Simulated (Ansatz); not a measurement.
Working through a short molecular-dynamics run of H₄BrN, space group P-43m

Program: Ansatz 0.2.0, Python API.

Input file `h4brn.cif`:
```cif
data_H4BrN
_cell_length_a 4.000000
_cell_length_b 4.000000
_cell_length_c 4.000000
_cell_angle_alpha 90.00000
_cell_angle_beta 90.00000
_cell_angle_gamma 90.00000
_symmetry_space_group_name_H-M 'P 1'
_symmetry_Int_Tables_number 1
loop_
_symmetry_equiv_pos_as_xyz
'x, y, z'
loop_
_atom_site_label
_atom_site_type_symbol
_atom_site_fract_x
_atom_site_fract_y
_atom_site_fract_z
H1 H    0.148000    0.148000    0.148000
H2 H    0.148000    0.852000    0.852000
H3 H    0.852000    0.852000    0.148000
H4 H    0.852000    0.148000    0.852000
Br5 Br    0.500000    0.500000    0.500000
N6 N    0.000000    0.000000    0.000000
```

Typed at the interpreter:
```pycon
>>> from dataclasses import dataclass
>>> import json
>>> import ansatz
>>> from ase.io import read
>>> import matplotlib.pyplot as plt
>>> import numpy as np
>>> @dataclass(frozen=True)
... class RunConfig:
...     occupations: str = 'methfessel_paxton'
...     extra_bands: int = 12
...     kspacing: float = 1.3
...     cutoff: int = 420
...     functional: str = 'pbesol'
...     n_steps: int = 12
...     temperature_k: int = 1200
...
>>> cfg = RunConfig()
>>> atoms = read('h4brn.cif')
>>> structure = ansatz.Crystal.from_ase(atoms)
>>> base = structure.calculation()
>>> base = base.occupations(cfg.occupations)
>>> base = base.scf(extra_bands=cfg.extra_bands, lower_state_search='standard').kpoints(spacing=cfg.kspacing)
>>> base = base.basis(cfg.cutoff)
>>> base = base.functional(cfg.functional)
>>> base = base.md('npt_langevin', timestep=0.5, steps=cfg.n_steps, temperature=cfg.temperature_k, friction=0.01, pressure=5, initial_velocities='maxwell_boltzmann', seed=272)
>>> outcome = base.run(threads=1, backend='cpu', events_out='events.ndjson')
DeckWarning: md: disabling space-group detection — thermal motion breaks the input geometry's symmetry, so no spatial operation reduces the k-mesh or symmetrises the density; time reversal is kept, so that k and −k are solved as one point where they differ [...]
>>> with open('events.ndjson') as stream:
...     events = [json.loads(line) for line in stream]
...
>>> steps = [e['data'] for e in events if e['event'] == 'md_step']
>>> r = outcome.report
>>> sorted(key for key in r if key.endswith('_ev'))
['energy_sigma0_ev', 'entropy_ts_ev', 'fermi_energy_ev', 'free_energy_ev', 'gap_by_band_count_ev', 'harris_foulkes_ev', 'internal_energy_ev', 'lagrangian_above_aufbau_ev', 'lagrangian_ev', 'lagrangian_sigma0_ev']
>>> r['mixing_algorithm'], r['preconditioner'], r['eigensolver']
('MSR1', 'none', 'band_cg')
>>> [(site.symbol, site.position_frac.round(4).tolist()) for site in outcome.lattice.sites]
[(<Element.H: 'H'>, [0.1778, 0.1396, 0.1107]), (<Element.H: 'H'>, [0.1096, 0.7882, 0.835]), (<Element.H: 'H'>, [0.8473, 0.8742, 0.1828]), (<Element.H: 'H'>, [0.8441, 0.1578, 0.8205]), (<Element.BR: 'Br'>, [0.5014, 0.5015, 0.5036]), (<Element.N: 'N'>, [-0.0138, -0.0099, -0.0139])]
>>> print(' step   t (fs)     E_pot (eV)   E_kin (eV)    T (K)   P (GPa)')
 step   t (fs)     E_pot (eV)   E_kin (eV)    T (K)   P (GPa)
>>> for s in steps[::1]:
...     print(f'{s["step"]:5d} {s["time_fs"]:8.1f} {s["lagrangian_ev"]:14.4f} {s["e_kin_ev"]:12.4f} {s["temperature_k"]:8.1f} {s["instantaneous_pressure_gpa"]:9.3f}')
...
    0      0.0     -3180.7347       0.7756   1000.0     4.986
    1      0.5     -3180.7344       0.8168   1053.2     4.255
    2      1.0     -3180.7032       0.7222    931.2     3.238
    3      1.5     -3180.6554       0.6719    866.3     2.336
    4      2.0     -3180.6032       0.5911    762.2     1.364
    5      2.5     -3180.5554       0.5477    706.2     0.292
    6      3.0     -3180.5149       0.5506    709.9    -0.837
    7      3.5     -3180.4811       0.4561    588.1    -2.039
    8      4.0     -3180.4603       0.4381    564.9    -2.845
    9      4.5     -3180.4577       0.4270    550.6    -3.370
   10      5.0     -3180.4703       0.4475    577.1    -3.607
   11      5.5     -3180.4927       0.4847    625.0    -3.616
   12      6.0     -3180.5303       0.5927    764.2    -3.161
>>> temperature = np.array([s['temperature_k'] for s in steps])
>>> print(f'mean temperature of the second half {temperature[len(steps) // 2 :].mean():.1f} K')
mean temperature of the second half 625.7 K
>>> print('last positions (A) and velocities (A/fs)')
last positions (A) and velocities (A/fs)
>>> for site, xyz, vel in zip(outcome.lattice.sites, steps[-1]['positions_ang'], steps[-1]['velocities_ang_fs']):
...     print(f'{site.symbol:2s}', ' '.join(f'{v:8.4f}' for v in xyz), ' ', ' '.join(f'{v:9.5f}' for v in vel))
...
H    0.7099   0.5574   0.4419     0.02504  -0.01173  -0.03938
H    0.4377   3.1477   3.3345    -0.04808   0.01613   0.02762
H    3.3837   3.4912   0.7299    -0.02007   0.02557  -0.00600
H    3.3710   0.6304   3.2767    -0.00924  -0.00519  -0.01877
Br   2.0023   2.0027   2.0111     0.00055   0.00039   0.00208
N   -0.0550  -0.0394  -0.0555    -0.00693  -0.01101  -0.01006
>>> track = np.array([s['positions_ang'] for s in steps])
>>> names = np.array([site.symbol for site in outcome.lattice.sites])
>>> for name in sorted(set(names)):
...     msd = ((track[:, names == name] - track[0, names == name]) ** 2).sum(axis=2).mean(axis=1)
...     print(f'mean square displacement of {name} (A^2):', np.round(msd[:: max(len(msd) // 6, 1)], 4))
...
mean square displacement of Br (A^2): [0.     0.     0.     0.0001 0.0001 0.0001 0.0001]
mean square displacement of H (A^2): [0.     0.0026 0.0093 0.0185 0.0284 0.0371 0.0453]
mean square displacement of N (A^2): [0.     0.0003 0.0011 0.0023 0.0036 0.0054 0.0077]
>>> time = [s['time_fs'] for s in steps]
>>> fig, ax = plt.subplots(figsize=(5, 3))
>>> ax.plot(time, [s['lagrangian_ev'] - steps[0]['lagrangian_ev'] for s in steps], label='potential')
[<matplotlib.lines.Line2D object at 0x...>]
>>> ax.plot(time, [s['e_kin_ev'] for s in steps], label='kinetic')
[<matplotlib.lines.Line2D object at 0x...>]
>>> ax.set(xlabel='time (fs)', ylabel='energy (eV)')
[Text(0.5, 0, 'time (fs)'), Text(0, 0.5, 'energy (eV)')]
>>> ax.legend()
<matplotlib.legend.Legend object at 0x...>
>>> fig.tight_layout()
>>> fig.savefig('md.png', dpi=100)
```

Notes:
- These settings explore the input space; cutoff and mesh may be short of convergence.
- Semilocal gaps usually lie well under measured ones.
- The k-point mesh is coarse, and energy and stress weren't tested for convergence.
- In a crystal with a gap the Fermi level's place inside it depends on smearing and mesh.
- The starting cell is as deposited in a crystallographic database; the results hold for this polymorph, which needn't be the stable one.
- Levels are Kohn-Sham eigenvalues on this mesh, without spin-orbit coupling.
- Warnings are shown shortened and without file and line.
- A small cell, a coarse mesh and a very short run: it shows the set-up and gives no equilibrium averages.
- Timing: 11 s on 1 thread of Arm Neoverse V1, with other jobs on the host, peak memory 0.45 GiB.
